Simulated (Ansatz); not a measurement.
I need a rigid torsion scan of C₂H₇GeN, SMILES C=[CH][GeH2][NH2]. Use Ansatz 0.2.0 through its Python package. Use (for the species named): r2scan0, def2-SVP basis, multiplicity 1.

| atom | x (Å) | y (Å) | z (Å) |
| --- | --- | --- | --- |
| C | 1.8810 | -0.4859 | 0.1365 |
| C | 1.0429 | 0.5157 | 0.3996 |
| Ge | -0.6875 | 0.5938 | -0.4359 |
| N | -1.6658 | -0.9265 | 0.0188 |
| H | 1.6031 | -1.2762 | -0.5538 |
| H | 2.8547 | -0.5196 | 0.6141 |
| H | 1.3333 | 1.2991 | 1.0920 |
| H | -1.4397 | 1.8576 | 0.0532 |
| H | -0.5145 | 0.6552 | -1.9748 |
| H | -1.7940 | -0.9021 | 1.0550 |
| H | -2.6134 | -0.8111 | -0.4047 |

The script, `run_torsion.py`:
```python
# -*- coding: utf-8 -*-
'''Rigid torsion scan of C2H7GeN.'''

import ansatz as az
from ase import Atoms

atoms = Atoms(['C', 'C', 'Ge', 'N', 'H', 'H', 'H', 'H', 'H', 'H', 'H'], positions=[
    (1.881, -0.4859, 0.1365),
    (1.0429, 0.5157, 0.3996),
    (-0.6875, 0.5938, -0.4359),
    (-1.6658, -0.9265, 0.0188),
    (1.6031, -1.2762, -0.5538),
    (2.8547, -0.5196, 0.6141),
    (1.3333, 1.2991, 1.092),
    (-1.4397, 1.8576, 0.0532),
    (-0.5145, 0.6552, -1.9748),
    (-1.794, -0.9021, 1.055),
    (-2.6134, -0.8111, -0.4047),
])

# start the scan from a relaxed geometry
first = (
    az.Crystal.molecule_from_ase(atoms).calculation()
    .basis(gaussian='def2-SVP')  # atom-centred Gaussian functions
    .functional('R2SCAN0')
    .relax(force_tolerance=0.02, max_steps=80)  # relax until the tolerances are met
)
atoms.positions = first.run().report['positions_ang']

start = atoms.get_dihedral(1, 2, 3, 9)
energies = {}
for turn in range(0, 360, 40):
    turned = atoms.copy()
    turned.set_dihedral(1, 2, 3, 9, start + turn, indices=[3, 9, 10])
    calc = (
        az.Crystal.molecule_from_ase(turned).calculation()
        .basis(gaussian='def2-SVP')
        .functional('R2SCAN0')
    )
    energies[round((start + turn) % 360)] = calc.run().report['free_energy_ev']
floor = min(energies.values())
print('dihedral C1-Ge2-N3-H9 (deg)   E - E(min) (eV)')
for angle, e in sorted(energies.items()):
    print(f'{angle:8d} {(e - floor):14.3f}  ' + '#' * int(30 * (e - floor) / max(max(energies.values()) - floor, 1e-9)))
```

```console
$ python run_torsion.py
dihedral C1-Ge2-N3-H9 (deg)   E - E(min) (eV)
      34          0.067  ###########
      74          0.000
     114          0.045  #######
     154          0.106  ##################
     194          0.150  ##########################
     234          0.130  ######################
     274          0.072  ############
     314          0.118  ####################
     354          0.171  ##############################
```

The lowest point is at 74° and the highest at 354°, 0.171 eV (16.5 kJ/mol) above it, with the rest of the molecule held.

The scan is rigid and the energies are electronic, in a modest basis. With rigid groups the curve can differ much from the relaxed path, the start wasn't checked as a minimum of this torsion, and equivalent turns needn't return to the same energy. The whole script took 3.3 min on 1 thread of Arm Neoverse V1 (shared host), peak memory 0.35 GiB.

(A comment or docstring line of the script was reworded after the run, the code is as it ran.)
